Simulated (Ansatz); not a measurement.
# LiCd3: the cost of one run

Program: Ansatz 0.2.0. Level of theory: DFT r2SCAN, scalar-relativistic, plane waves, PAW. These are calculated values, not measurements.

## (1) The system as given

It takes space group Fm-3m (No. 225, cubic). The conventional cell has a = 6.793 Å, b = 6.793 Å, c = 6.793 Å, α = 90.00°, β = 90.00°, γ = 90.00°. Li (site symmetry m-3m) has 8 Cd at 2.94 Å as nearest neighbours. Cd (site symmetry -43m) has 4 Li at 2.94 Å and 4 Cd at 2.94 Å as nearest neighbours. Cd (site symmetry m-3m) has 8 Cd at 2.94 Å as nearest neighbours.

As a file:

```cif
data_structure
_symmetry_space_group_name_H-M 'Fm-3m'
_symmetry_Int_Tables_number 225
_cell_length_a 6.7934
_cell_length_b 6.7934
_cell_length_c 6.7934
_cell_angle_alpha 90.000
_cell_angle_beta 90.000
_cell_angle_gamma 90.000
_cell_volume 313.52
loop_
_atom_site_label
_atom_site_type_symbol
_atom_site_symmetry_multiplicity
_atom_site_Wyckoff_symbol
_atom_site_fract_x
_atom_site_fract_y
_atom_site_fract_z
_atom_site_occupancy
Li1 Li 4 a 0.00000 0.00000 0.00000 1
Cd1 Cd 8 c 0.25000 0.75000 0.75000 1
Cd2 Cd 4 b 0.50000 0.00000 0.00000 1
```

The structure comes from the Materials Project (structure only).

## (2) The base run

File input.yaml:

```yaml
crystal:
  lattice:
    - [0.0, 3.39671096, 3.39671096]
    - [3.39671096, 0.0, 3.39671096]
    - [3.39671096, 3.39671096, 0.0]
  atoms:
    - { symbol: Li, position: [0.0, 0.0, 0.0] }
    - { symbol: Cd, position: [0.25, 0.25, 0.25] }
    - { symbol: Cd, position: [0.75, 0.75, 0.75] }
    - { symbol: Cd, position: [0.5, 0.5, 0.5] }
basis:
  ecutwfc: 500
  fft_grid_basis: typed
kpoints:
  mp_grid: { grid: [10, 10, 10] }
hamiltonian:
  xc: r2scan
scf:
  occupations: { method: gaussian, width: 0.05 }
output:
  forces: true
  stress: true
  eigenvalues: true
  bader: true
  write_density: true
  volumetric_format: npy
  elf: true
```

Command:

```console
$ ansatz run input.yaml --threads 1 --pin off --max-ram 2560MiB --backend cpu --events-out ev --progress --plain --runs-dir out
```

**Question.** How long does this run take on 1 thread of Arm Neoverse V1, shared host, and how much memory does it need?

About 38 s, with a peak of 0.6 GiB.
